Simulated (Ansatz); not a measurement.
# CaGe2N3: the cost of one run

Method: DFT PBE, scalar-relativistic, plane waves, PAW, in Ansatz 0.2.0.

2 further runs of the same task are left out: 1 that didn't finish, 1 set aside as unsound or not needed.

### Step 1. The structure to begin with

The structure is hexagonal, space group P6/mmm (No. 191). Conventional cell: a = 4.179 Å, b = 4.179 Å, c = 6.864 Å, α = 90.00°, β = 90.00°, γ = 120.00°. Ca (site symmetry 6/mmm) has 2 Ge at 2.39 Å as nearest neighbours. Ge (site symmetry 6mm) is surrounded by 1 Ge at 2.09 Å and 6 N at 2.34 Å and 1 Ca at 2.39 Å. N (site symmetry mmm) has 4 N at 2.09 Å and 4 Ge at 2.34 Å as nearest neighbours.

Coordinates:

```cif
data_structure
_symmetry_space_group_name_H-M 'P6/mmm'
_symmetry_Int_Tables_number 191
_cell_length_a 4.1793
_cell_length_b 4.1793
_cell_length_c 6.8635
_cell_angle_alpha 90.000
_cell_angle_beta 90.000
_cell_angle_gamma 120.000
_cell_volume 103.82
loop_
_atom_site_label
_atom_site_type_symbol
_atom_site_symmetry_multiplicity
_atom_site_Wyckoff_symbol
_atom_site_fract_x
_atom_site_fract_y
_atom_site_fract_z
_atom_site_occupancy
Ca1 Ca 1 b 0.00000 0.00000 0.50000 1
Ge1 Ge 2 e 0.00000 0.00000 0.84803 1
N1 N 3 f 0.50000 0.00000 0.00000 1
```

Recipe of the guess: random cell by space group and Wyckoff sites (P6/mmm, No. 191). Lengths come from tabulated atomic sizes and are only a guess.

### Step 2. Probe: one point on a coarse mesh

The input, input.yaml:

```yaml
crystal:
  lattice:
    - [4.17932683, 0.0, 0.0]
    - [-2.08966342, 3.61940321, 0.0]
    - [0.0, 0.0, 6.86352923]
  atoms:
    - { symbol: Ca, position: [0.0, 0.0, 0.5] }
    - { symbol: Ge, position: [0.0, 0.0, 0.84802563] }
    - { symbol: Ge, position: [0.0, 0.0, 0.15197437] }
    - { symbol: "N", position: [0.5, 0.0, 0.0] }
    - { symbol: "N", position: [0.0, 0.5, 0.0] }
    - { symbol: "N", position: [0.5, 0.5, 0.0] }
basis:
  ecutwfc: 420
kpoints:
  mp_grid: { grid: [6, 6, 4] }
hamiltonian:
  xc: pbe
scf:
  occupations: { method: gaussian, width: 0.1 }
  lower_state_search: "off"
output:
  forces: true
  stress: true
  eigenvalues: true
```

Run with:

```sh
ansatz run input.yaml --threads 1 --pin off --max-ram 2560MiB --backend cpu --events-out ev --progress --plain --runs-dir out
```

What time and memory should one allow on 1 thread of Arm Neoverse V1, shared host?

About 5.7 s, with a peak of 0.37 GiB.
